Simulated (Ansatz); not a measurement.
# Mg2Si3N: the cost of one run

Program: Ansatz 0.2.0. Level of theory: DFT PBE, scalar-relativistic, plane waves, PAW. These are calculated values, not measurements.

## 1. Starting point

Symmetry: P6/mmm, No. 191, hexagonal system. The conventional cell has a = 5.410 Å, b = 5.410 Å, c = 3.278 Å, α = 90.00°, β = 90.00°, γ = 120.00°. Mg (site symmetry -6m2) has 6 Si at 2.26 Å and 3 Mg at 3.12 Å and 3 N at 3.12 Å as nearest neighbours. Around Si (site symmetry mmm) lie 4 Mg at 2.26 Å. Around N (site symmetry 6/mmm) lie 6 Mg at 3.12 Å and 12 Si at 3.16 Å.

As a file:

```cif
data_structure
_symmetry_space_group_name_H-M 'P6/mmm'
_symmetry_Int_Tables_number 191
_cell_length_a 5.4102
_cell_length_b 5.4102
_cell_length_c 3.2776
_cell_angle_alpha 90.000
_cell_angle_beta 90.000
_cell_angle_gamma 120.000
_cell_volume 83.08
loop_
_atom_site_label
_atom_site_type_symbol
_atom_site_symmetry_multiplicity
_atom_site_Wyckoff_symbol
_atom_site_fract_x
_atom_site_fract_y
_atom_site_fract_z
_atom_site_occupancy
Mg1 Mg 2 c 0.33333 0.66667 0.00000 1
Si1 Si 3 g 0.50000 0.00000 0.50000 1
N1 N 1 a 0.00000 0.00000 0.00000 1
```

Recipe of the guess: species swapped into a database cell of YbCo3B2 (P6/mmm, No. 191), with N on the Yb sites, Si on the Co sites and Mg on the B sites. Lengths come from tabulated atomic sizes and are only a guess.

## 2. A first look at the guess

Input file input.yaml:

```yaml
crystal:
  lattice:
    - [5.41017954, 0.0, 0.0]
    - [-2.70508977, 4.68535292, 0.0]
    - [0.0, 0.0, 3.27758021]
  atoms:
    - { symbol: Mg, position: [0.33333333, 0.66666667, 0.0] }
    - { symbol: Mg, position: [0.66666667, 0.33333333, 0.0] }
    - { symbol: Si, position: [0.5, 0.0, 0.5] }
    - { symbol: Si, position: [0.5, 0.5, 0.5] }
    - { symbol: Si, position: [0.0, 0.5, 0.5] }
    - { symbol: "N", position: [0.0, 0.0, 0.0] }
basis:
  ecutwfc: 420
kpoints:
  mp_grid: { grid: [6, 6, 6] }
hamiltonian:
  xc: pbe
scf:
  occupations: { method: gaussian, width: 0.1 }
  lower_state_search: "off"
output:
  forces: true
  stress: true
  eigenvalues: true
```

Started as:

```
$ ansatz run input.yaml --threads 1 --pin off --max-ram 2560MiB --backend cpu --events-out ev --progress --plain --runs-dir out
```

**Question.** How long does this run take on 1 thread of AMD EPYC (Zen 3), shared host, and how much memory does it need?

About 6.6 s, with a peak of 0.38 GiB.
